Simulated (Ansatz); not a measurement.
# B3As2N: the cell at several levels of theory

Aim: relax B3As2N as one 6-atom ordering (P3m1) on the zincblende lattice with PBE and r2SCAN and see how far the functionals disagree on the cell. This is a trial cell built on a prototype, not taken from a measured structure, and it needn't be the compound's ground state.

Code: Ansatz 0.2.0. PAW datasets, plane waves, zero pressure. Spin-unpolarised throughout. Whether this structure exists isn't addressed.

## Step 1: Starting point

This is the cell as the run starts from it, not yet at rest; its lengths are not the crystal's.

The symmetry is P3m1 (No. 156, trigonal); a = 2.991 Å, c = 7.326 Å in the conventional setting, 9.46 Å³ an atom. Near N stand 4 B at 1.83 Å; near As stand 4 B at 1.83 Å; near B stand 3 N at 1.83 Å and 1 As at 1.83 Å; near B stand 4 As at 1.83 Å.

Structure file:

```cif
data_structure
_symmetry_space_group_name_H-M 'P3m1'
_symmetry_Int_Tables_number 156
_cell_length_a 2.9910
_cell_length_b 2.9910
_cell_length_c 7.3264
_cell_angle_alpha 90.000
_cell_angle_beta 90.000
_cell_angle_gamma 120.000
_cell_volume 56.76
loop_
_atom_site_label
_atom_site_type_symbol
_atom_site_symmetry_multiplicity
_atom_site_Wyckoff_symbol
_atom_site_fract_x
_atom_site_fract_y
_atom_site_fract_z
_atom_site_occupancy
N1 N 1 a 0.00000 0.00000 0.00000 1
As1 As 1 b 0.33333 0.66667 0.33333 1
As2 As 1 c 0.66667 0.33333 0.66667 1
B1 B 1 b 0.33333 0.66667 0.08333 1
B2 B 1 c 0.66667 0.33333 0.41667 1
B3 B 1 a 0.00000 0.00000 0.75000 1
```

## Step 2: Relaxation with PBE

input.yaml reads:

```yaml
crystal:
  lattice:
    - [2.9909902753, 0.0, 0.0]
    - [-1.4954951376, 2.5902735608, 0.0]
    - [0.0, 0.0, 7.3264]
  atoms:
    - { symbol: "N", position: [0.0, 0.0, 0.0] }
    - { symbol: As, position: [0.3333333333, 0.6666666667, 0.3333333333] }
    - { symbol: As, position: [0.6666666667, 0.3333333333, 0.6666666667] }
    - { symbol: B, position: [0.3333333333, 0.6666666667, 0.0833333333] }
    - { symbol: B, position: [0.6666666667, 0.3333333333, 0.4166666667] }
    - { symbol: B, position: [0.0, 0.0, 0.75] }
kpoints:
  mp_grid: { grid: [12, 12, 4] }
hamiltonian:
  xc: pbe
scf:
  occupations: { method: fermi_dirac, width: 0.02 }
relax:
  f_tol: 0.005
  cell: {}
output:
  write_density: true
  write_potential: true
  elf: true
  volumetric_format: npy
```

Run with:

```sh
ansatz run input.yaml --threads 4 --pin off --max-ram 6451MiB --backend cpu --events-out ev --progress --plain --runs-dir out
```

The runs that follow: Relaxing with r2SCAN.

Q: Predict the outcome of this session. Wanted: for each run, a; c; volume; space group; SCF geometries.

The runs gave:

```
 level  a (Å)  c (Å)  volume (Å³/atom)  space group  SCF geometries
   PBE  3.187  7.734            11.337         P3m1              11
r2SCAN  3.172  7.694            11.176         P3m1               6
```

What this shows: From the start to the first minimum the volume moved by +19.8 %. r2SCAN gives the smallest cell and PBE the largest; they differ by 1.4 % in volume, a mean of 0.5 % in length.
